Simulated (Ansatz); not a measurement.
Ge2Sb2Te5:

```
CELL_PARAMETERS angstrom
6.83914 -3.06601 0.00000
6.83914 3.06601 0.00000
-6.83098 0.00000 6.84761
ATOMIC_POSITIONS crystal
Te 0.59470 0.59470 0.38643
Te 0.79529 0.79529 0.19611
Te 0.00832 0.00832 0.00643
Te 0.20652 0.20652 0.80980
Te 0.39996 0.39996 0.59712
Sb 0.90171 0.90171 0.58787
Sb 0.11187 0.11187 0.41735
Ge 0.28429 0.28429 0.18783
Ge 0.49734 0.49734 0.01104
```

The cell comes from a database or a generator and needn't be the stable form of this composition.

```yaml
Program: Ansatz 0.2.0
Task: relaxation of cell and atoms
Functional: PBE
Potentials_or_basis: Ansatz PAW
Cutoff: "420 eV (not typed: the program's choice for these potentials)"
k_mesh: 4 × 4 × 3
Occupations: fermi-dirac, width 0.05 eV
Spin: no spin polarisation
```

At the start: volume 31.91 Å³/atom.

Problem. Where does the relaxation end?

Solution. It ends after 12 steps and the volume is 32.26 Å³/atom (+1.1 %); space group Cm (No. 8, to 0.05 Å).

Step by step:
```csv
step,energy change (eV),largest force (eV/Å),volume (Å³)
1,0.0000,0.1584,287.17
2,-0.0133,0.0946,284.09
3,-0.0167,0.1678,284.94
4,-0.0235,0.0814,286.65
5,-0.0275,0.0615,287.60
6,-0.0397,0.0805,289.07
7,-0.0425,0.1793,290.31
8,-0.0500,0.0613,290.24
9,-0.0505,0.0592,290.00
10,-0.0512,0.0167,290.28
11,-0.0513,0.0045,290.34
12,-0.0517,0.0046,290.34
```

Final structure:
```
Te Sb Ge
1.0
     6.94503   -3.06122   -0.07967
     6.94503    3.06122   -0.07967
    -7.01652    0.00000    6.90868
Te Sb Ge
5 2 2
Cartesian
  5.6386 0.0000 2.5204
  9.7719 0.0000 1.2469
  0.1126 0.0000 -0.0203
  -2.7166 0.0000 5.5570
  1.4494 0.0000 4.0548
  8.3099 0.0000 3.8684
  -1.4937 0.0000 2.9557
  2.4762 0.0000 1.3936
  6.7809 0.0000 -0.0743
```

Caveat: the plane-wave basis is chosen anew once the cell has moved, so the energies of steps on either side of that aren't comparable.
